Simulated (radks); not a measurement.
# Taking charge from the 4s level of Hf²⁺ in fractions

Aim: follow energy and eigenvalue as charge leaves the 4s level of Hf²⁺ bit by bit, and test Janak's theorem, Slater's transition state and the straight-line condition.

Method: scalar-relativistic Kohn-Sham, r2SCAN, spin-polarised, spherical densities, finite nucleus; open shells are filled with parallel spins first. Code: radks (a radial shooting solver on a logarithmic mesh, Libxc functionals) version 1.

### Step 1. What is computed

- element: hafnium (Z = 72)
- charge: +2
- electrons: 70
- configuration: [Ar] 3d10 4s(up 1, down 1) 4p6 4d10 4f14 5s2 5p6 5d2
- nuclear rms radius: 5.347 fm

In the logs a row gives level, spin channel, occupation and eigenvalue; Etot, Ekin, Encl (electron-nucleus), Eh (Hartree) and Exc are energies, all in hartree; err is the last residual, it the number of iterations.

A shell typed twice in an input gives spin up, then spin down.

### Step 2. Start: [Ar] 3d10 4s(up 1, down 1) 4p6 4d10 4f14 5s2 5p6 5d2

The run's settings:

```text
Z 72
configuration [Ar] 3d10 4s1 4s1 4p6 4d10 4f14 5s2 5p6 5d2
relativity scalar-relativistic
functional r2scan,r2scan
spin polarised
nucleus finite rms 5.347 fm
c 137.035999084
```

Output:

```text
1s      1   1.0000       -2402.28126713
2s      1   1.0000        -412.21332407
2p      1   3.0000        -361.93503895
3s      1   1.0000         -94.69334703
3p      1   3.0000         -79.59958191
3d      1   5.0000         -61.70439252
4s      1   1.0000         -19.71073254
4p      1   3.0000         -14.73707556
4d      1   5.0000          -8.27625376
4f      1   7.0000          -1.17555807
5s      1   1.0000          -3.08771346
5p      1   3.0000          -1.91828644
5d      1   2.0000          -0.63263463
1s      2   1.0000       -2402.28176256
2s      2   1.0000        -412.20933962
2p      2   3.0000        -361.93214130
3s      2   1.0000         -94.69417229
3p      2   3.0000         -79.60011285
3d      2   5.0000         -61.70306010
4s      2   1.0000         -19.70951441
4p      2   3.0000         -14.73625659
4d      2   5.0000          -8.27495970
4f      2   7.0000          -1.16788250
5s      2   1.0000          -3.05785911
5p      2   3.0000          -1.87104670
5d      2   0.0000          -0.54947588
Etot -15076.983341085823
Ekin 16515.29559537555
Encl -37153.3768160734
Eh 5868.889439510658
Exc -307.79155989862943
err 5.5755886377054664e-06
it 11
```

The top filled level is 5d up, -17.215 eV.

Radial moments (bohr):

```tsv
level	occupation	energy (eV)	<r>	outermost maximum (interpolated)	90 % within	nodes
5s up	1	-84.021	1.142	1.02	1.65	4
5s down	1	-83.209	1.135	1.02	1.64	4
5p up	3	-52.199	1.343	1.16	1.97	3
5p down	3	-50.914	1.328	1.16	1.94	3
4f up	7	-31.989	0.6784	0.456	1.15	0
4f down	7	-31.780	0.6717	0.456	1.14	0
5d up	2	-17.215	2.084	1.63	3.24	2
5d down	0	-14.952	2.070	1.58	3.25	2
```

The radial density on a logarithmic grid:

```tsv
r (bohr)	4πr²ρ (e/bohr)
0.000803	4.826
0.00125	9.579
0.00194	18.33
0.00301	33.18
0.00467	55.13
0.00725	80.40
0.0113	96.98
0.0175	93.48
0.0271	87.59
0.0421	114.4
0.0654	129.2
0.102	100.8
0.158	119.3
0.245	75.73
0.380	66.93
0.591	51.68
0.917	19.50
1.42	9.125
2.21	1.968
3.43	0.2492
```

### Step 3. 0.1 electron removed from 4s

The run's settings:

```text
Z 72
configuration [Ar] 3d10 4s1 4s0.9 4p6 4d10 4f14 5s2 5p6 5d2
relativity scalar-relativistic
functional r2scan,r2scan
spin polarised
nucleus finite rms 5.347 fm
c 137.035999084
```

Output:

```text
1s      1   1.0000       -2402.40588348
2s      1   1.0000        -412.32272746
2p      1   3.0000        -362.04566573
3s      1   1.0000         -94.79102964
3p      1   3.0000         -79.69750056
3d      1   5.0000         -61.80321311
4s      1   1.0000         -19.80136059
4p      1   3.0000         -14.82595405
4d      1   5.0000          -8.36284017
4f      1   7.0000          -1.25535165
5s      1   1.0000          -3.14802059
5p      1   3.0000          -1.97367710
5d      1   2.0000          -0.67531475
1s      2   1.0000       -2402.40351577
2s      2   1.0000        -412.31687304
2p      2   3.0000        -362.04076557
3s      2   1.0000         -94.78953969
3p      2   3.0000         -79.69555497
3d      2   5.0000         -61.79917795
4s      2   0.9000         -19.79063211
4p      2   3.0000         -14.81656073
4d      2   5.0000          -8.35417337
4f      2   7.0000          -1.24258000
5s      2   1.0000          -3.11639874
5p      2   3.0000          -1.92491138
5d      2   0.0000          -0.59112971
Etot -15075.010606446296
Ekin 16512.946820026656
Encl -37143.19432091122
Eh 5862.8568615000295
Exc -307.6199670617599
err 7.19053195701674e-06
it 12
```

E − E(step 2, start: [Ar] 3d10 4s(up 1, down 1) 4p6 4d10 4f14 5s2 5p6 5d2) = +53.681 eV. Highest occupied level: 5d up at -18.376 eV.

### Step 4. 0.2 electron removed from 4s

The run's settings:

```text
Z 72
configuration [Ar] 3d10 4s1 4s0.8 4p6 4d10 4f14 5s2 5p6 5d2
relativity scalar-relativistic
functional r2scan,r2scan
spin polarised
nucleus finite rms 5.347 fm
c 137.035999084
```

Output:

```text
1s      1   1.0000       -2402.53181284
2s      1   1.0000        -412.43346664
2p      1   3.0000        -362.15762483
3s      1   1.0000         -94.89008660
3p      1   3.0000         -79.79679311
3d      1   5.0000         -61.90340552
4s      1   1.0000         -19.89328242
4p      1   3.0000         -14.91610774
4d      1   5.0000          -8.45068277
4f      1   7.0000          -1.33644821
5s      1   1.0000          -3.20921807
5p      1   3.0000          -2.02988419
5d      1   2.0000          -0.71884014
1s      2   1.0000       -2402.52657622
2s      2   1.0000        -412.42573861
2p      2   3.0000        -362.15071811
3s      2   1.0000         -94.88629117
3p      2   3.0000         -79.79238089
3d      2   5.0000         -61.89667347
4s      2   0.8000         -19.87295504
4p      2   3.0000         -14.89806708
4d      2   5.0000          -8.43459556
4f      2   7.0000          -1.31852794
5s      2   1.0000          -3.17582560
5p      2   3.0000          -1.97960082
5d      2   0.0000          -0.63364924
Etot -15073.029696442734
Ekin 16510.590490346964
Encl -37132.918346945866
Eh 5856.745274663368
Exc -307.4471145072007
err 6.977235680320197e-06
it 12
```

Energy against step 2 (start: [Ar] 3d10 4s(up 1, down 1) 4p6 4d10 4f14 5s2 5p6 5d2): +107.584 eV. The top filled level is 5d up, -19.561 eV.

### Step 5. 0.3 electron removed from 4s

The run's settings:

```text
Z 72
configuration [Ar] 3d10 4s1 4s0.7 4p6 4d10 4f14 5s2 5p6 5d2
relativity scalar-relativistic
functional r2scan,r2scan
spin polarised
nucleus finite rms 5.347 fm
c 137.035999084
```

Output:

```text
1s      1   1.0000       -2402.65900898
2s      1   1.0000        -412.54550111
2p      1   3.0000        -362.27087530
3s      1   1.0000         -94.99047455
3p      1   3.0000         -79.89741601
3d      1   5.0000         -62.00492699
4s      1   1.0000         -19.98645337
4p      1   3.0000         -15.00749241
4d      1   5.0000          -8.53973812
4f      1   7.0000          -1.41880572
5s      1   1.0000          -3.27126898
5p      1   3.0000          -2.08687636
5d      1   2.0000          -0.76318588
1s      2   1.0000       -2402.65089805
2s      2   1.0000        -412.53589589
2p      2   3.0000        -362.26195821
3s      2   1.0000         -94.98437965
3p      2   3.0000         -79.89054342
3d      2   5.0000         -61.99550124
4s      2   0.7000         -19.95642873
4p      2   3.0000         -14.98072253
4d      2   5.0000          -8.51617565
4f      2   7.0000          -1.39568147
5s      2   1.0000          -3.23610858
5p      2   3.0000          -2.03508676
5d      2   0.0000          -0.67700580
Etot -15071.040493196908
Ekin 16508.226079483124
Encl -37122.551172098305
Eh 5850.5576513966
Exc -307.273051978327
err 6.6189098160148064e-06
it 12
```

Energy against step 2 (start: [Ar] 3d10 4s(up 1, down 1) 4p6 4d10 4f14 5s2 5p6 5d2): +161.713 eV. Highest occupied level: 5d up at -20.767 eV.

### Step 6. 0.4 electron removed from 4s

The run's settings:

```text
Z 72
configuration [Ar] 3d10 4s1 4s0.6 4p6 4d10 4f14 5s2 5p6 5d2
relativity scalar-relativistic
functional r2scan,r2scan
spin polarised
nucleus finite rms 5.347 fm
c 137.035999084
```

Output:

```text
1s      1   1.0000       -2402.78743113
2s      1   1.0000        -412.65878847
2p      1   3.0000        -362.38537492
3s      1   1.0000         -95.09214921
3p      1   3.0000         -79.99932500
3d      1   5.0000         -62.10773338
4s      1   1.0000         -20.08082889
4p      1   3.0000         -15.10006380
4d      1   5.0000          -8.62996260
4f      1   7.0000          -1.50238215
5s      1   1.0000          -3.33413772
5p      1   3.0000          -2.14462263
5d      1   2.0000          -0.80832561
1s      2   1.0000       -2402.77644045
2s      2   1.0000        -412.64730241
2p      2   3.0000        -362.37444358
3s      2   1.0000         -95.08376005
3p      2   3.0000         -79.98999751
3d      2   5.0000         -62.09561657
4s      2   0.6000         -20.04100306
4p      2   3.0000         -15.06447773
4d      2   5.0000          -8.59886600
4f      2   7.0000          -1.47399708
5s      2   1.0000          -3.29721134
5p      2   3.0000          -2.09133647
5d      2   0.0000          -0.72117019
Etot -15069.042884318525
Ekin 16505.85344895636
Encl -37112.095668133945
Eh 5844.297176344034
Exc -307.0978414849741
err 6.1940248677890815e-06
it 12
```

Energy against step 2 (start: [Ar] 3d10 4s(up 1, down 1) 4p6 4d10 4f14 5s2 5p6 5d2): +216.071 eV. Highest occupied level: 5d up at -21.996 eV.

### Step 7. 0.5 electron removed from 4s

The run's settings:

```text
Z 72
configuration [Ar] 3d10 4s1 4s0.5 4p6 4d10 4f14 5s2 5p6 5d2
relativity scalar-relativistic
functional r2scan,r2scan
spin polarised
nucleus finite rms 5.347 fm
c 137.035999084
```

Output:

```text
1s      1   1.0000       -2402.91704181
2s      1   1.0000        -412.77328965
2p      1   3.0000        -362.50108477
3s      1   1.0000         -95.19506973
3p      1   3.0000         -80.10247929
3d      1   5.0000         -62.21178403
4s      1   1.0000         -20.17636785
4p      1   3.0000         -15.19378111
4d      1   5.0000          -8.72131604
4f      1   7.0000          -1.58713875
5s      1   1.0000          -3.39779190
5p      1   3.0000          -2.20309492
5d      1   2.0000          -0.85423493
1s      2   1.0000       -2402.90316591
2s      2   1.0000        -412.75991901
2p      2   3.0000        -362.48813525
3s      2   1.0000         -95.18439073
3p      2   3.0000         -80.09070163
3d      2   5.0000         -62.19697820
4s      2   0.5000         -20.12663130
4p      2   3.0000         -15.14928679
4d      2   5.0000          -8.68262244
4f      2   7.0000          -1.55343456
5s      2   1.0000          -3.35910081
5p      2   3.0000          -2.14832025
5d      2   0.0000          -0.76611623
Etot -15067.036762167227
Ekin 16503.472468641707
Encl -37101.55448127213
Eh 5837.96679296685
Exc -306.92154250365707
err 5.696437065099601e-06
it 12
```

Energy against step 2 (start: [Ar] 3d10 4s(up 1, down 1) 4p6 4d10 4f14 5s2 5p6 5d2): +270.660 eV. 5d up is the highest filled level (-23.245 eV).

### Step 8. 0.6 electron removed from 4s

The run's settings:

```text
Z 72
configuration [Ar] 3d10 4s1 4s0.4 4p6 4d10 4f14 5s2 5p6 5d2
relativity scalar-relativistic
functional r2scan,r2scan
spin polarised
nucleus finite rms 5.347 fm
c 137.035999084
```

Output:

```text
1s      1   1.0000       -2403.04780648
2s      1   1.0000        -412.88896861
2p      1   3.0000        -362.61796897
3s      1   1.0000         -95.29919840
3p      1   3.0000         -80.20684113
3d      1   5.0000         -62.31704131
4s      1   1.0000         -20.27303227
4p      1   3.0000         -15.28860665
4d      1   5.0000          -8.81376137
4f      1   7.0000          -1.67303973
5s      1   1.0000          -3.46220202
5p      1   3.0000          -2.26226777
5d      1   2.0000          -0.90089166
1s      2   1.0000       -2403.03103985
2s      2   1.0000        -412.87370957
2p      2   3.0000        -362.60299730
3s      2   1.0000         -95.28623326
3p      2   3.0000         -80.19261732
3d      2   5.0000         -62.29954801
4s      2   0.4000         -20.21326987
4p      2   3.0000         -15.23510689
4d      2   5.0000          -8.76740388
4f      2   7.0000          -1.63395666
5s      2   1.0000          -3.42174684
5p      2   3.0000          -2.20601111
5d      2   0.0000          -0.81181975
Etot -15065.022023898271
Ekin 16501.083011235358
Encl -37090.930040191226
Eh 5831.5692169423955
Exc -306.74421188479914
err 5.199578578088913e-06
it 12
```

E − E(step 2, start: [Ar] 3d10 4s(up 1, down 1) 4p6 4d10 4f14 5s2 5p6 5d2) = +325.484 eV. 5d up is the highest filled level (-24.515 eV).

### Step 9. 0.7 electron removed from 4s

The run's settings:

```text
Z 72
configuration [Ar] 3d10 4s1 4s0.3 4p6 4d10 4f14 5s2 5p6 5d2
relativity scalar-relativistic
functional r2scan,r2scan
spin polarised
nucleus finite rms 5.347 fm
c 137.035999084
```

Output:

```text
1s      1   1.0000       -2403.17969327
2s      1   1.0000        -413.00579205
2p      1   3.0000        -362.73599438
3s      1   1.0000         -95.40450031
3p      1   3.0000         -80.31237563
3d      1   5.0000         -62.42347045
4s      1   1.0000         -20.37078702
4p      1   3.0000         -15.38450559
4d      1   5.0000          -8.90726437
4f      1   7.0000          -1.76005203
5s      1   1.0000          -3.52734114
5p      1   3.0000          -2.32211800
5d      1   2.0000          -0.94827553
1s      2   1.0000       -2403.16003038
2s      2   1.0000        -412.98864072
2p      2   3.0000        -362.71899651
3s      2   1.0000         -95.38925193
3p      2   3.0000         -80.29570898
3d      2   5.0000         -62.40329070
4s      2   0.3000         -20.30087794
4p      2   3.0000         -15.32189803
4d      2   5.0000          -8.85317206
4f      2   7.0000          -1.71552881
5s      2   1.0000          -3.48512195
5p      2   3.0000          -2.26438452
5d      2   0.0000          -0.85825833
Etot -15062.99857123806
Ekin 16498.68495507275
Encl -37080.224587588425
Eh 5825.106965551792
Exc -306.56590427417655
err 4.721248668039052e-06
it 12
```

Energy against step 2 (start: [Ar] 3d10 4s(up 1, down 1) 4p6 4d10 4f14 5s2 5p6 5d2): +380.545 eV. The top filled level is 5d up, -25.804 eV.

### Step 10. 0.8 electron removed from 4s

The run's settings:

```text
Z 72
configuration [Ar] 3d10 4s1 4s0.2 4p6 4d10 4f14 5s2 5p6 5d2
relativity scalar-relativistic
functional r2scan,r2scan
spin polarised
nucleus finite rms 5.347 fm
c 137.035999084
```

Output:

```text
1s      1   1.0000       -2403.31267239
2s      1   1.0000        -413.12372883
2p      1   3.0000        -362.85512998
3s      1   1.0000         -95.51094272
3p      1   3.0000         -80.41905011
3d      1   5.0000         -62.53103887
4s      1   1.0000         -20.46959921
4p      1   3.0000         -15.48144532
4d      1   5.0000          -9.00179301
4f      1   7.0000          -1.84814467
5s      1   1.0000          -3.59318440
5p      1   3.0000          -2.38262431
5d      1   2.0000          -0.99636694
1s      2   1.0000       -2403.29010767
2s      2   1.0000        -413.10468123
2p      2   3.0000        -362.83610182
3s      2   1.0000         -95.49341337
3p      2   3.0000         -80.39994325
3d      2   5.0000         -62.50817318
4s      2   0.2000         -20.38941694
4p      2   3.0000         -15.40962240
4d      2   5.0000          -8.93989092
4f      2   7.0000          -1.79811851
5s      2   1.0000          -3.54920074
5p      2   3.0000          -2.32341782
5d      2   0.0000          -0.90541129
Etot -15060.966308396952
Ekin 16496.27818796957
Encl -37069.44022098586
Eh 5818.5823974701125
Exc -306.38667285077355
err 4.2499229560197964e-06
it 12
```

Energy against step 2 (start: [Ar] 3d10 4s(up 1, down 1) 4p6 4d10 4f14 5s2 5p6 5d2): +435.846 eV. The top filled level is 5d up, -27.113 eV.

### Step 11. 0.9 electron removed from 4s

The run's settings:

```text
Z 72
configuration [Ar] 3d10 4s1 4s0.1 4p6 4d10 4f14 5s2 5p6 5d2
relativity scalar-relativistic
functional r2scan,r2scan
spin polarised
nucleus finite rms 5.347 fm
c 137.035999084
```

Output:

```text
1s      1   1.0000       -2403.44671632
2s      1   1.0000        -413.24275012
2p      1   3.0000        -362.97534709
3s      1   1.0000         -95.61849532
3p      1   3.0000         -80.52683423
3d      1   5.0000         -62.63971639
4s      1   1.0000         -20.56943836
4p      1   3.0000         -15.57939565
4d      1   5.0000          -9.09731769
4f      1   7.0000          -1.93728898
5s      1   1.0000          -3.65970906
5p      1   3.0000          -2.44376726
5d      1   2.0000          -1.04514849
1s      2   1.0000       -2403.42124415
2s      2   1.0000        -413.22180219
2p      2   3.0000        -362.95428448
3s      2   1.0000         -95.59868654
3p      2   3.0000         -80.50528913
3d      2   5.0000         -62.61416478
4s      2   0.1000         -20.47885063
4p      2   3.0000         -15.49824457
4d      2   5.0000          -9.02752678
4f      2   7.0000          -1.88169555
5s      2   1.0000          -3.61396003
5p      2   3.0000          -2.38309040
5d      2   0.0000          -0.95325949
Etot -15058.925144530898
Ekin 16493.86259819808
Encl -37058.578872880804
Eh 5811.997698840074
Exc -306.2065686882487
err 3.8118893208913867e-06
it 12
```

Energy against step 2 (start: [Ar] 3d10 4s(up 1, down 1) 4p6 4d10 4f14 5s2 5p6 5d2): +491.389 eV. Highest occupied level: 5d up at -28.440 eV.

### Step 12. 1 electron removed from 4s

The run's settings:

```text
Z 72
configuration [Ar] 3d10 4s1 4s0 4p6 4d10 4f14 5s2 5p6 5d2
relativity scalar-relativistic
functional r2scan,r2scan
spin polarised
nucleus finite rms 5.347 fm
c 137.035999084
```

Output:

```text
1s      1   1.0000       -2403.58179933
2s      1   1.0000        -413.36282893
2p      1   3.0000        -363.09661885
3s      1   1.0000         -95.72712972
3p      1   3.0000         -80.63569961
3d      1   5.0000         -62.74947470
4s      1   1.0000         -20.67027594
4p      1   3.0000         -15.67832832
4d      1   5.0000          -9.19381071
4f      1   7.0000          -2.02745808
5s      1   1.0000          -3.72689411
5p      1   3.0000          -2.50552895
5d      1   2.0000          -1.09460371
1s      2   1.0000       -2403.55341406
2s      2   1.0000        -413.33997655
2p      2   3.0000        -363.07351759
3s      2   1.0000         -95.70504236
3p      2   3.0000         -80.61171760
3d      2   5.0000         -62.72123674
4s      2   0.0000         -20.56914468
4p      2   3.0000         -15.58773096
4d      2   5.0000          -9.11604782
4f      2   7.0000          -1.96623146
5s      2   1.0000          -3.67937838
5p      2   3.0000          -2.44338320
5d      2   0.0000          -1.00178504
Etot -15056.874992151394
Ekin 16491.438079661344
Encl -37047.64235123855
Eh 5805.354920955786
Exc -306.02564152997206
err 3.3972217372617436e-06
it 12
```

E − E(step 2, start: [Ar] 3d10 4s(up 1, down 1) 4p6 4d10 4f14 5s2 5p6 5d2) = +547.176 eV. Highest occupied level: 5d up at -29.786 eV.

### Step 13. Summary of results

```tsv
removed (e)	E − E(0) (eV)	eigenvalue (eV)	E minus straight line (eV)
0	0.000	-536.32	0.000
0.1	53.681	-538.53	-1.037
0.2	107.58	-540.77	-1.851
0.3	161.71	-543.04	-2.440
0.4	216.07	-545.34	-2.800
0.5	270.66	-547.67	-2.928
0.6	325.48	-550.03	-2.822
0.7	380.54	-552.42	-2.478
0.8	435.85	-554.82	-1.895
0.9	491.39	-557.26	-1.070
1	547.18	-559.71	0.000
```

**Reading.** Removing the whole electron costs 547.18 eV, against 536.32 eV from minus the starting eigenvalue. Slater's transition state, half an electron removed, gives 547.67 eV. The trapezoid integral of minus the eigenvalue gives 547.79 eV over the range, against 547.18 eV from the energies (Janak's theorem; approximate here, since the scalar-relativistic density holds large components alone). The eigenvalue moves by 23.4 eV per electron. E bends below the straight line by 2.93 eV at 0.5 electron removed.
